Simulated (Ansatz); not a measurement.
# Mn2RuN3: the cost of one run

Computed with Ansatz 0.2.0 (DFT PBE, scalar-relativistic, plane waves, PAW, unless a step's input says otherwise).

## Step 1: The system as given

The structure is orthorhombic, space group Cmc2_1 (No. 36). Conventional cell: a = 8.787 Å, b = 5.517 Å, c = 4.923 Å, α = 90.00°, β = 90.00°, γ = 90.00°. Around Mn (site symmetry 1) lie 4 N at 1.84 to 1.87 Å. Ru (site symmetry m) has 4 N at 2.00 to 2.02 Å as nearest neighbours. N (site symmetry 1) has 3 Mn at 1.84 to 1.87 Å and 1 Ru at 2.02 Å as nearest neighbours. N (site symmetry m) is surrounded by 2 Mn at 1.85 Å and 2 Ru at 2.00 to 2.01 Å.

Coordinates:

```xyz
12
Lattice="4.3936 -2.7586 0.0000 4.3936 2.7586 0.0000 0.0000 0.0000 4.9234" Properties=species:S:1:pos:R:3 pbc="T T T"
Mn    5.9642    1.6175    4.8239
Mn    2.8231    1.6175    4.8239
Mn    2.8231   -1.6175    2.3622
Mn    5.9642   -1.6175    2.3622
Ru    4.3936   -0.7842    0.2810
Ru    4.3936    0.7842    2.7427
N     1.4558   -0.6009    3.0455
N     7.3314   -0.6009    3.0455
N     7.3314    0.6009    0.5838
N     1.4558    0.6009    0.5838
N     4.3936   -1.1670    3.2406
N     4.3936    1.1670    0.7789
```

The start is a polymorph listed in a database, not an invented cell.

## Step 2: Probe: one point on a coarse mesh

input.yaml reads:

```yaml
crystal:
  lattice:
    - [4.39364433, -2.7585969, 0.0]
    - [4.39364433, 2.7585969, 0.0]
    - [0.0, 0.0, 4.9234128]
  atoms:
    - { symbol: Mn, position: [0.38556099, 0.97189498, 0.979797], spin: 4.0 }
    - { symbol: Mn, position: [0.02810502, 0.61443901, 0.979797], spin: 4.0 }
    - { symbol: Mn, position: [0.61443901, 0.02810502, 0.479797], spin: 4.0 }
    - { symbol: Mn, position: [0.97189498, 0.38556099, 0.479797], spin: 4.0 }
    - { symbol: Ru, position: [0.64214599, 0.35785401, 0.05706501], spin: 1.0 }
    - { symbol: Ru, position: [0.35785401, 0.64214599, 0.55706501], spin: 1.0 }
    - { symbol: "N", position: [0.27458799, 0.056764, 0.61857101] }
    - { symbol: "N", position: [0.943236, 0.72541201, 0.61857101] }
    - { symbol: "N", position: [0.72541201, 0.943236, 0.11857101] }
    - { symbol: "N", position: [0.056764, 0.27458799, 0.11857101] }
    - { symbol: "N", position: [0.711528, 0.288472, 0.658198] }
    - { symbol: "N", position: [0.288472, 0.711528, 0.158198] }
basis:
  ecutwfc: 420
kpoints:
  mp_grid: { grid: [4, 4, 4] }
hamiltonian:
  xc: pbe
scf:
  occupations: { method: gaussian, width: 0.1 }
  lower_state_search: "off"
output:
  forces: true
  stress: true
  eigenvalues: true
  populations: true
magnetization:
  spin_polarized: true
```

Launch:

```bash
ansatz run input.yaml --threads 4 --pin off --max-ram 8192MiB --backend cpu --events-out ev --progress --plain --runs-dir out
```

What time and memory should one allow on 4 threads of Intel Xeon 6975P-C (Granite Rapids), shared host?

About 16 s, with a peak of 0.76 GiB.
